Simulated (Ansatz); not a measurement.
# CH4BrIn: an energy map over two coordinates

How does the energy of CH₄BrIn, SMILES [CH3][InH][Br] change over two coordinates at once? A grid of runs gives the map.

Computed with Ansatz 0.2.0. Level: RKS PBE0-D4/def2-TZVP.

## (1) Where the work starts

SMILES `[CH3][InH][Br]`, 7 atoms, charge 0, spin multiplicity 1.

Atoms are counted from 1 here; the program's logs count them from 0.

Bond lengths: C1–In2 2.165 Å, C1–H4 1.107 Å, C1–H5 1.105 Å, C1–H6 1.108 Å, In2–Br3 2.536 Å, In2–H7 1.734 Å. Angles: In2–C1–H4 110.6°, In2–C1–H5 108.9°, In2–C1–H6 108.6°, H4–C1–H5 110.4°, H4–C1–H6 109.0°, H5–C1–H6 109.3°, C1–In2–Br3 112.2°, C1–In2–H7 135.9°, Br3–In2–H7 111.9°.

Coordinates:

| atom | x (Å) | y (Å) | z (Å) |
| --- | --- | --- | --- |
| C1 | -0.97961 | 0.43351 | -0.30186 |
| In2 | 1.06497 | -0.20668 | 0.00962 |
| Br3 | 1.26174 | -1.90494 | 1.88223 |
| H4 | -1.17771 | 0.59360 | -1.37892 |
| H5 | -1.66140 | -0.33496 | 0.10607 |
| H6 | -1.13758 | 1.38766 | 0.23952 |
| H7 | 2.60608 | 0.15917 | -0.69567 |

This geometry comes from a loose relaxation at PBE in a small basis, which is not shown.

## (2) The minimum at this level

input.yaml

```yaml
crystal:
  periodic: [false, false, false]
  atoms:
    - { symbol: C, position_ang: [-0.979611, 0.433511, -0.301865] }
    - { symbol: In, position_ang: [1.064973, -0.206676, 0.009617] }
    - { symbol: Br, position_ang: [1.261742, -1.90494, 1.882231] }
    - { symbol: H, position_ang: [-1.177713, 0.593599, -1.378917] }
    - { symbol: H, position_ang: [-1.661401, -0.334955, 0.106072] }
    - { symbol: H, position_ang: [-1.137579, 1.387659, 0.239518] }
    - { symbol: H, position_ang: [2.606079, 0.159172, -0.695666] }
basis:
  gaussian: { orbitals: def2-TZVP }
hamiltonian:
  xc: pbe0
  dispersion: d4
output:
  forces: true
relax:
  f_tol: 0.003
  max_steps: 120
```

Started as:

```
> ansatz run input.yaml --threads 1 --pin off --max-ram 2560MiB --backend cpu --events-out ev --progress --plain --runs-dir out
```

Standard output:

```text
Warning: RAYON_NUM_THREADS=1 ignored (pool sized by the plan → 1); use --threads N
The last accepted step is kept in <dir> (removed where the run ends without a failure and the disk answers)
Engine: ansatz 0.2.0, aarch64-unknown-linux-gnu
Functional definition: PBE0
  parameter a = 0.25
  parameter kappa = 0.804
  parameter beta = 0.06672455060314922
  exchange = (1 - a)*pbe_x(kappa = kappa, mu = beta*pi^2/3) + a*exact_x
  correlation = pbe_c(beta = beta)
1250 factors; their error is unknown
mean field evaluation 1: about -76307.6277 eV, gradient 5.3e1 eV
mean field evaluation 2: about -76301.7092 eV, gradient 6.5e1 eV
mean field evaluation 4: about -76314.1794 eV, gradient 2.7e0 eV
mean field evaluation 8: about -76314.1944 eV, gradient 4.5e-2 eV
mean field evaluation 16: about -76314.6686 eV, gradient 6.7e-5 eV
mean field -76314.66864218 eV, -2804.5123446600 hartree, gradient 6.7e-5 eV, S^2 0.000000; 0 other end points of the search recorded, 0 dependent functions left out
the calculation of the forces begins
reference -76314.66867654 eV, -2804.5123459226 hartree; 33, 33 occupied and 120, 120 virtual orbitals, 1250 factors
relax step   1: F+E_penalty+E_count = -76314.77415313 eV  Δ(F+E_penalty+E_count) = +0.000e0 eV  max|allowed force component| = 5.404e-1 eV/Å  Δτ_max = 0.0000 Å  (27 SCF iters, accepted)
these checks for a lower state are left out or cut short: starts, cluster_reference, orbital_swaps, neighbouring_geometries, increment
1250 factors; their error is unknown
mean field -76314.69399050 eV, -2804.5132761934 hartree, gradient 2.4e-5 eV, S^2 0.000000; 0 other end points of the search recorded, 0 dependent functions left out
the calculation of the forces begins
reference -76314.69402450 eV, -2804.5132774429 hartree; 33, 33 occupied and 120, 120 virtual orbitals, 1250 factors
relax step   2: F+E_penalty+E_count = -76314.80126372 eV  Δ(F+E_penalty+E_count) = -2.711e-2 eV  max|allowed force component| = 1.506e-1 eV/Å  Δτ_max = 0.0608 Å  (31 SCF iters, accepted)
these checks for a lower state are left out or cut short: starts, cluster_reference, orbital_swaps, neighbouring_geometries, increment
1250 factors; their error is unknown
mean field -76314.69848070 eV, -2804.5134412051 hartree, gradient 2.3e-5 eV, S^2 0.000000; 0 other end points of the search recorded, 0 dependent functions left out
the calculation of the forces begins
reference -76314.69851476 eV, -2804.5134424571 hartree; 33, 33 occupied and 120, 120 virtual orbitals, 1250 factors
relax step   3: F+E_penalty+E_count = -76314.80526676 eV  Δ(F+E_penalty+E_count) = -4.003e-3 eV  max|allowed force component| = 2.175e-2 eV/Å  Δτ_max = 0.0192 Å  (31 SCF iters, accepted)
[... from here on, the SCF cycles and remarks between the steps are left out ...]
relax step   4: F+E_penalty+E_count = -76314.80531934 eV  Δ(F+E_penalty+E_count) = -5.258e-5 eV  max|allowed force component| = 5.875e-3 eV/Å  Δτ_max = 0.0038 Å  (32 SCF iters, accepted)
relax step   5: F+E_penalty+E_count = -76314.80537645 eV  Δ(F+E_penalty+E_count) = -5.711e-5 eV  max|allowed force component| = 2.390e-3 eV/Å  Δτ_max = 0.0094 Å  (32 SCF iters, accepted)
relax step   6: F+E_penalty+E_count = -76314.80548170 eV  Δ(F+E_penalty+E_count) = -1.052e-4 eV  max|allowed force component| = 4.104e-2 eV/Å  Δτ_max = 0.0554 Å  (30 SCF iters, accepted)
relax step   7: F+E_penalty+E_count = -76314.80561075 eV  Δ(F+E_penalty+E_count) = -1.291e-4 eV  max|allowed force component| = 2.383e-2 eV/Å  Δτ_max = 0.0062 Å  (33 SCF iters, accepted)
relax step   8: F+E_penalty+E_count = -76314.80547652 eV  Δ(F+E_penalty+E_count) = +1.342e-4 eV  max|allowed force component| = 3.443e-2 eV/Å  Δτ_max = 0.0183 Å  (31 SCF iters, rejected (line search))
relax step   9: F+E_penalty+E_count = -76314.80572560 eV  Δ(F+E_penalty+E_count) = -1.148e-4 eV  max|allowed force component| = 4.628e-3 eV/Å  Δτ_max = 0.0090 Å  (32 SCF iters, accepted)
relax step  10: F+E_penalty+E_count = -76314.80585546 eV  Δ(F+E_penalty+E_count) = -1.299e-4 eV  max|allowed force component| = 3.396e-2 eV/Å  Δτ_max = 0.0377 Å  (30 SCF iters, accepted)
relax step  11: F+E_penalty+E_count = -76314.80596136 eV  Δ(F+E_penalty+E_count) = -1.059e-4 eV  max|allowed force component| = 4.450e-2 eV/Å  Δτ_max = 0.0248 Å  (31 SCF iters, accepted)
relax step  12: F+E_penalty+E_count = -76314.80610818 eV  Δ(F+E_penalty+E_count) = -1.468e-4 eV  max|allowed force component| = 5.156e-2 eV/Å  Δτ_max = 0.0278 Å  (31 SCF iters, accepted)
relax step  13: F+E_penalty+E_count = -76314.80626927 eV  Δ(F+E_penalty+E_count) = -1.611e-4 eV  max|allowed force component| = 5.415e-2 eV/Å  Δτ_max = 0.0323 Å  (30 SCF iters, accepted)
relax step  14: F+E_penalty+E_count = -76314.80640133 eV  Δ(F+E_penalty+E_count) = -1.321e-4 eV  max|allowed force component| = 4.894e-2 eV/Å  Δτ_max = 0.0317 Å  (30 SCF iters, accepted)
relax step  15: F+E_penalty+E_count = -76314.80605066 eV  Δ(F+E_penalty+E_count) = +3.507e-4 eV  max|allowed force component| = 9.118e-2 eV/Å  Δτ_max = 0.0536 Å  (30 SCF iters, rejected (line search))
relax step  16: F+E_penalty+E_count = -76314.80659532 eV  Δ(F+E_penalty+E_count) = -1.940e-4 eV  max|allowed force component| = 2.877e-2 eV/Å  Δτ_max = 0.0262 Å  (31 SCF iters, accepted)
relax step  17: F+E_penalty+E_count = -76314.80662481 eV  Δ(F+E_penalty+E_count) = -2.950e-5 eV  max|allowed force component| = 2.480e-2 eV/Å  Δτ_max = 0.0364 Å  (30 SCF iters, accepted)
relax step  18: F+E_penalty+E_count = -76314.80682724 eV  Δ(F+E_penalty+E_count) = -2.024e-4 eV  max|allowed force component| = 2.252e-2 eV/Å  Δτ_max = 0.0219 Å  (31 SCF iters, accepted)
relax step  19: F+E_penalty+E_count = -76314.80689977 eV  Δ(F+E_penalty+E_count) = -7.253e-5 eV  max|allowed force component| = 6.320e-3 eV/Å  Δτ_max = 0.0115 Å  (32 SCF iters, accepted)
relax step  20: F+E_penalty+E_count = -76314.80696936 eV  Δ(F+E_penalty+E_count) = -6.959e-5 eV  max|allowed force component| = 1.506e-2 eV/Å  Δτ_max = 0.0309 Å  (30 SCF iters, accepted)
relax step  21: F+E_penalty+E_count = -76314.80702506 eV  Δ(F+E_penalty+E_count) = -5.570e-5 eV  max|allowed force component| = 2.314e-2 eV/Å  Δτ_max = 0.0335 Å  (30 SCF iters, accepted)
relax step  22: F+E_penalty+E_count = -76314.80706002 eV  Δ(F+E_penalty+E_count) = -3.496e-5 eV  max|allowed force component| = 9.673e-3 eV/Å  Δτ_max = 0.0065 Å  (31 SCF iters, accepted)
relax step  23: F+E_penalty+E_count = -76314.80708388 eV  Δ(F+E_penalty+E_count) = -2.386e-5 eV  max|allowed force component| = 6.968e-3 eV/Å  Δτ_max = 0.0157 Å  (30 SCF iters, accepted)
relax step  24: F+E_penalty+E_count = -76314.80710221 eV  Δ(F+E_penalty+E_count) = -1.833e-5 eV  max|allowed force component| = 1.016e-2 eV/Å  Δτ_max = 0.0247 Å  (30 SCF iters, accepted)
relax step  25: F+E_penalty+E_count = -76314.80710787 eV  Δ(F+E_penalty+E_count) = -5.661e-6 eV  max|allowed force component| = 6.074e-3 eV/Å  Δτ_max = 0.0089 Å  (32 SCF iters, accepted)
relax step  26: F+E_penalty+E_count = -76314.80710904 eV  Δ(F+E_penalty+E_count) = -1.164e-6 eV  max|allowed force component| = 4.468e-3 eV/Å  Δτ_max = 0.0088 Å  (32 SCF iters, accepted)
relax step  27: F+E_penalty+E_count = -76314.80710914 eV  Δ(F+E_penalty+E_count) = -9.801e-8 eV  max|allowed force component| = 4.634e-3 eV/Å  Δτ_max = 0.0011 Å  (33 SCF iters, accepted)
these checks for a lower state are left out or cut short: starts, cluster_reference, orbital_swaps, neighbouring_geometries, increment
1250 factors; their error is unknown
mean field -76314.70004480 eV, -2804.5134986848 hartree, gradient 2.3e-5 eV, S^2 0.000000; 0 other end points of the search recorded, 0 dependent functions left out
the calculation of the forces begins
reference -76314.70007887 eV, -2804.5134999368 hartree; 33, 33 occupied and 120, 120 virtual orbitals, 1250 factors
relax step  28: F+E_penalty+E_count = -76314.80711048 eV  Δ(F+E_penalty+E_count) = -1.341e-6 eV  max|allowed force component| = 1.719e-3 eV/Å  Δτ_max = 0.0005 Å  (33 SCF iters, accepted)
1250 factors; their error is unknown
mean field evaluation 224: about -76314.7000 eV, gradient 8.8e-2 eV
mean field -76314.70004480 eV, -2804.5134986848 hartree, gradient 2.3e-5 eV, S^2 0.000000; 1 other end points of the search recorded, 0 dependent functions left out
the calculation of the forces begins
reference -76314.70007887 eV, -2804.5134999368 hartree; 33, 33 occupied and 120, 120 virtual orbitals, 1250 factors
Total energy: -76314.80714455 eV, -2804.5174345279 hartree
Atom 0 at    -0.959854     0.424150    -0.308152 Å, force     0.000405     0.000812    -0.001719 eV/Å
Atom 1 at     1.048044    -0.238243    -0.029622 Å, force    -0.000194     0.000217    -0.000316 eV/Å
Atom 2 at     1.296343    -1.533720     2.092901 Å, force     0.000051    -0.000158     0.000269 eV/Å
Atom 3 at    -1.076549     0.988729    -1.232378 Å, force     0.000171    -0.000524     0.001243 eV/Å
Atom 4 at    -1.615594    -0.447384    -0.324894 Å, force    -0.000246    -0.000608     0.000125 eV/Å
Atom 5 at    -1.242562     1.047507     0.541186 Å, force    -0.000026     0.000276     0.000306 eV/Å
Atom 6 at     2.526662    -0.113668    -0.878051 Å, force    -0.000161    -0.000014     0.000093 eV/Å
Dipole moment:    -0.219708     0.373380    -0.548198 e Å
```

Run time: 6.9 min. Hardware: 1 thread of Arm Neoverse N1, shared host; peak memory 0.36 GiB.

Step by step:

| step | energy from step 1 (eV) | largest force component (eV/Å) |
| --- | --- | --- |
| 1 | 0.0000 | 0.5404 |
| 2 | -0.0271 | 0.1506 |
| 3 | -0.0311 | 0.0218 |
| 4 | -0.0312 | 0.0059 |
| 5 | -0.0312 | 0.0024 |
| 6 | -0.0313 | 0.0410 |
| 7 | -0.0315 | 0.0238 |
| 8 | -0.0313 | 0.0344 |
| 9 | -0.0316 | 0.0046 |
| 10 | -0.0317 | 0.0340 |
| 11 | -0.0318 | 0.0445 |
| 12 | -0.0320 | 0.0516 |
| 13 | -0.0321 | 0.0541 |
| 14 | -0.0322 | 0.0489 |
| 15 | -0.0319 | 0.0912 |
| 16 | -0.0324 | 0.0288 |
| 17 | -0.0325 | 0.0248 |
| 18 | -0.0327 | 0.0225 |
| 19 | -0.0327 | 0.0063 |
| 20 | -0.0328 | 0.0151 |
| 21 | -0.0329 | 0.0231 |
| 22 | -0.0329 | 0.0097 |
| 23 | -0.0329 | 0.0070 |
| 24 | -0.0329 | 0.0102 |
| 25 | -0.0330 | 0.0061 |
| 26 | -0.0330 | 0.0045 |
| 27 | -0.0330 | 0.0046 |
| 28 | -0.0330 | 0.0017 |

Close pairs (by a distance rule), those that changed most:

| bond | before (Å) | after (Å) | change (Å) |
| --- | --- | --- | --- |
| In2–Br3 | 2.536 | 2.499 | -0.037 |
| C1–In2 | 2.165 | 2.133 | -0.032 |
| In2–H7 | 1.734 | 1.709 | -0.025 |
| C1–H6 | 1.108 | 1.091 | -0.018 |
| C1–H4 | 1.107 | 1.089 | -0.017 |
| C1–H5 | 1.105 | 1.091 | -0.015 |

## (3) The grid

- umbrella angle at In2 (between each of its bonds and their common axis; 90 is planar): 13 values from 66 to 114 °
- change of the bonds In2–C1, In2–Br3, In2–H7, all alike: 13 values from −0.232 to 0.359 Å

Nothing else is relaxed (all other coordinates rigid). Energies count from the relaxed molecule at the same level. Points are written as (first, second).

Below, 3 of the grid's runs; all are launched alike.

## (4) Grid point (66°, −0.232 Å)

input.yaml

```yaml
crystal:
  periodic: [false, false, false]
  atoms:
    - { symbol: C, position_ang: [-0.749572, -0.352322, -0.636135] }
    - { symbol: In, position_ang: [1.048044, -0.238243, -0.029622] }
    - { symbol: Br, position_ang: [1.059563, -2.091183, 1.276435] }
    - { symbol: H, position_ang: [-0.867439, 0.06173, -1.63675] }
    - { symbol: H, position_ang: [-1.052581, -1.40019, -0.634239] }
    - { symbol: H, position_ang: [-1.388615, 0.188849, 0.062886] }
    - { symbol: H, position_ang: [2.088903, -0.647735, -0.994664] }
basis:
  gaussian: { orbitals: def2-TZVP }
hamiltonian:
  xc: pbe0
  dispersion: d4
output:
  forces: true
```

Started as:

```
> ansatz run input.yaml --threads 1 --pin off --max-ram 2560MiB --backend cpu --events-out ev --progress --plain --runs-dir out
```

Standard output, shortened:

```text
Warning: RAYON_NUM_THREADS=1 ignored (pool sized by the plan → 1); use --threads N
[...]
[... 1 set-up line as earlier in the session ...]
[...]
1250 factors; their error is unknown
[...]
mean field -76311.91314583 eV, -2804.4110820366 hartree, gradient 2.8e-5 eV, S^2 0.000000; 0 other end points of the search recorded, 0 dependent functions left out
[...]
reference -76311.91317835 eV, -2804.4110832319 hartree; 33, 33 occupied and 120, 120 virtual orbitals, 1250 factors
Total energy: -76312.03509382 eV, -2804.4155635428 hartree
Atom 0 at    -0.749572    -0.352322    -0.636135 Å, force    -5.288835     1.183528    -1.249109 eV/Å
Atom 1 at     1.048044    -0.238243    -0.029622 Å, force     1.097662     2.515547     1.186508 eV/Å
Atom 2 at     1.059563    -2.091183     1.276435 Å, force     0.364012    -3.475001     3.436707 eV/Å
Atom 3 at    -0.867439     0.061730    -1.636750 Å, force    -0.282384     0.081597     0.015411 eV/Å
Atom 4 at    -1.052581    -1.400190    -0.634239 Å, force     0.183673     0.062240     0.089973 eV/Å
Atom 5 at    -1.388615     0.188849     0.062886 Å, force    -0.628983    -0.096177    -0.324168 eV/Å
Atom 6 at     2.088903    -0.647735    -0.994664 Å, force     4.554856    -0.271734    -3.155321 eV/Å
Dipole moment:    -0.080109     0.701859    -0.147187 e Å
```

It took 15 s on 1 thread of Arm Neoverse N1, shared host; peak memory 0.36 GiB.

That is 267 kJ/mol from the zero.

## (5) Grid point (90°, −0.232 Å)

input.yaml

```yaml
crystal:
  periodic: [false, false, false]
  atoms:
    - { symbol: C, position_ang: [-0.741425, 0.352073, -0.277862] }
    - { symbol: In, position_ang: [1.048044, -0.238243, -0.029622] }
    - { symbol: Br, position_ang: [1.273286, -1.413473, 1.89584] }
    - { symbol: H, position_ang: [-0.858121, 0.916648, -1.20209] }
    - { symbol: H, position_ang: [-1.397156, -0.519467, -0.294604] }
    - { symbol: H, position_ang: [-1.024142, 0.975429, 0.571474] }
    - { symbol: H, position_ang: [2.325968, -0.13059, -0.762902] }
basis:
  gaussian: { orbitals: def2-TZVP }
hamiltonian:
  xc: pbe0
  dispersion: d4
output:
  forces: true
```

Started as:

```
> ansatz run input.yaml --threads 1 --pin off --max-ram 2560MiB --backend cpu --events-out ev --progress --plain --runs-dir out
```

Standard output, shortened:

```text
Warning: RAYON_NUM_THREADS=1 ignored (pool sized by the plan → 1); use --threads N
[...]
[... 1 set-up line as earlier in the session ...]
[...]
1250 factors; their error is unknown
[...]
mean field -76313.26010964 eV, -2804.4605820438 hartree, gradient 1.6e-5 eV, S^2 0.000000; 0 other end points of the search recorded, 0 dependent functions left out
[...]
reference -76313.26014237 eV, -2804.4605832464 hartree; 33, 33 occupied and 120, 120 virtual orbitals, 1250 factors
Total energy: -76313.37693994 eV, -2804.4648754780 hartree
Atom 0 at    -0.741425     0.352073    -0.277862 Å, force    -4.258972     1.468248    -0.700899 eV/Å
Atom 1 at     1.048044    -0.238243    -0.029622 Å, force     0.388141     0.159606    -0.441045 eV/Å
Atom 2 at     1.273286    -1.413473     1.895840 Å, force     0.423014    -2.182011     3.572961 eV/Å
Atom 3 at    -0.858121     0.916648    -1.202090 Å, force    -0.309424     0.047792     0.051435 eV/Å
Atom 4 at    -1.397156    -0.519467    -0.294604 Å, force    -0.254423     0.128246    -0.004006 eV/Å
Atom 5 at    -1.024142     0.975429     0.571474 Å, force    -0.276605     0.039042    -0.056021 eV/Å
Atom 6 at     2.325968    -0.130590    -0.762902 Å, force     4.288270     0.339076    -2.422424 eV/Å
Dipole moment:    -0.186948     0.297695    -0.431985 e Å
```

It took 15 s on 1 thread of Arm Neoverse N1, shared host; peak memory 0.35 GiB.

Energy on the map's scale: 138 kJ/mol.

## (6) Point (90°, 0.014 Å)

input.yaml

```yaml
crystal:
  periodic: [false, false, false]
  atoms:
    - { symbol: C, position_ang: [-0.97304, 0.428479, -0.309992] }
    - { symbol: In, position_ang: [1.048044, -0.238243, -0.029622] }
    - { symbol: Br, position_ang: [1.297728, -1.541001, 2.104779] }
    - { symbol: H, position_ang: [-1.089736, 0.993054, -1.23422] }
    - { symbol: H, position_ang: [-1.628772, -0.443061, -0.326735] }
    - { symbol: H, position_ang: [-1.255757, 1.051836, 0.539343] }
    - { symbol: H, position_ang: [2.538769, -0.112663, -0.885009] }
basis:
  gaussian: { orbitals: def2-TZVP }
hamiltonian:
  xc: pbe0
  dispersion: d4
output:
  forces: true
```

Started as:

```
> ansatz run input.yaml --threads 1 --pin off --max-ram 2560MiB --backend cpu --events-out ev --progress --plain --runs-dir out
```

Standard output, shortened:

```text
Warning: RAYON_NUM_THREADS=1 ignored (pool sized by the plan → 1); use --threads N
[...]
[... 1 set-up line as earlier in the session ...]
[...]
1250 factors; their error is unknown
[...]
mean field -76314.69698839 eV, -2804.5133863639 hartree, gradient 6.9e-5 eV, S^2 0.000000; 0 other end points of the search recorded, 0 dependent functions left out
[...]
reference -76314.69702255 eV, -2804.5133876192 hartree; 33, 33 occupied and 120, 120 virtual orbitals, 1250 factors
Total energy: -76314.80352527 eV, -2804.5173015218 hartree
Atom 0 at    -0.973040     0.428479    -0.309992 Å, force     0.130077    -0.045128     0.021787 eV/Å
Atom 1 at     1.048044    -0.238243    -0.029622 Å, force    -0.009421    -0.007990     0.017635 eV/Å
Atom 2 at     1.297728    -1.541001     2.104779 Å, force    -0.014980     0.078043    -0.127814 eV/Å
Atom 3 at    -1.089736     0.993054    -1.234220 Å, force     0.016607    -0.003174    -0.001267 eV/Å
Atom 4 at    -1.628772    -0.443061    -0.326735 Å, force     0.013850    -0.007763     0.000390 eV/Å
Atom 5 at    -1.255757     1.051836     0.539343 Å, force     0.015280    -0.001883     0.003465 eV/Å
Atom 6 at     2.538769    -0.112663    -0.885009 Å, force    -0.151412    -0.012106     0.085804 eV/Å
Dipole moment:    -0.222776     0.378616    -0.555861 e Å
```

It took 14 s on 1 thread of Arm Neoverse N1, shared host; peak memory 0.35 GiB.

Energy on the map's scale: 0.35 kJ/mol.

## (7) The map

169 points were computed. Energies in kJ/mol, from the relaxed molecule at the same level:

```tsv
change of the bonds In2–C1, In2–Br3, In2–H7, all alike (Å) ↓, umbrella angle at In2 (between each of its bonds and their common axis; 90 is planar) (°) →	66	70	74	78	82	86	90	94	98	102	106	110	114
0.359	210	190	173	160	151	146	144	146	151	160	173	190	210
0.310	184	163	145	132	122	116	114	116	122	132	145	163	184
0.261	160	137	119	105	95	88	86	88	95	105	119	137	160
0.211	138	114	95	80	69	63	60	63	69	80	95	114	138
0.162	120	95	74	59	47	40	38	40	47	58	74	95	120
0.113	106	80	58	41	29	22	20	22	29	41	58	80	106
0.063	98	70	47	29	17	9	7	9	17	29	47	70	98
0.014	97	67	43	24	11	3	0	3	11	24	43	67	97
−0.035	104	73	48	28	14	5	2	5	14	28	48	73	104
−0.085	123	90	63	42	27	18	15	18	27	42	63	90	123
−0.134	154	119	90	68	52	43	40	43	52	68	90	119	154
−0.183	201	164	133	110	93	83	80	83	93	110	133	164	201
−0.232	267	227	195	170	152	142	138	142	152	170	195	227	267
```

On the same grid, dipole moment (D):

```tsv
change of the bonds In2–C1, In2–Br3, In2–H7, all alike (Å) ↓, umbrella angle at In2 (between each of its bonds and their common axis; 90 is planar) (°) →	66	70	74	78	82	86	90	94	98	102	106	110	114
0.359	5.44	5.26	5.09	4.94	4.83	4.76	4.74	4.76	4.83	4.94	5.09	5.26	5.44
0.310	5.26	5.07	4.90	4.75	4.63	4.56	4.53	4.56	4.63	4.75	4.90	5.07	5.26
0.261	5.08	4.89	4.71	4.55	4.43	4.35	4.33	4.35	4.43	4.55	4.71	4.89	5.08
0.211	4.90	4.70	4.52	4.36	4.23	4.15	4.13	4.15	4.23	4.36	4.52	4.70	4.90
0.162	4.73	4.53	4.34	4.17	4.04	3.96	3.94	3.96	4.04	4.17	4.34	4.53	4.73
0.113	4.56	4.35	4.16	3.99	3.86	3.78	3.75	3.78	3.86	3.99	4.16	4.35	4.56
0.063	4.39	4.18	3.99	3.81	3.68	3.60	3.57	3.60	3.68	3.81	3.99	4.18	4.39
0.014	4.23	4.02	3.82	3.65	3.52	3.43	3.40	3.43	3.52	3.65	3.82	4.02	4.23
−0.035	4.07	3.86	3.66	3.49	3.35	3.27	3.24	3.27	3.35	3.49	3.66	3.86	4.07
−0.085	3.91	3.70	3.50	3.33	3.20	3.11	3.09	3.11	3.20	3.33	3.50	3.70	3.91
−0.134	3.76	3.55	3.35	3.18	3.05	2.97	2.94	2.97	3.05	3.18	3.35	3.55	3.76
−0.183	3.61	3.40	3.21	3.04	2.91	2.83	2.80	2.83	2.91	3.04	3.21	3.40	3.61
−0.232	3.47	3.26	3.07	2.91	2.78	2.70	2.68	2.70	2.78	2.91	3.07	3.26	3.47
```

## (8) Outcome

| quantity | value |
| --- | --- |
| lowest point | (90°, 0.014 Å), 0.35 kJ/mol |
| highest computed point | (66°, −0.232 Å), 267 kJ/mol above the lowest |
| dipole moment (D) | 2.68 at (90°, −0.232 Å) to 5.44 at (66°, 0.359 Å); 3.40 at the lowest point |
| time for the whole task | 47 min on 1 thread, shared host |

What this shows: The lowest computed point is at (90°, 0.014 Å), 0.35 kJ/mol from the relaxed molecule at the same level. The grid is coarse, so the lowest point of the scanned range may lie between grid points; coordinates that were held can hide deeper minima. The grid shows no well of another kind. The highest computed point, (66°, −0.232 Å), lies 267 kJ/mol above the lowest. Round the minimum the two coordinates are nearly uncoupled.
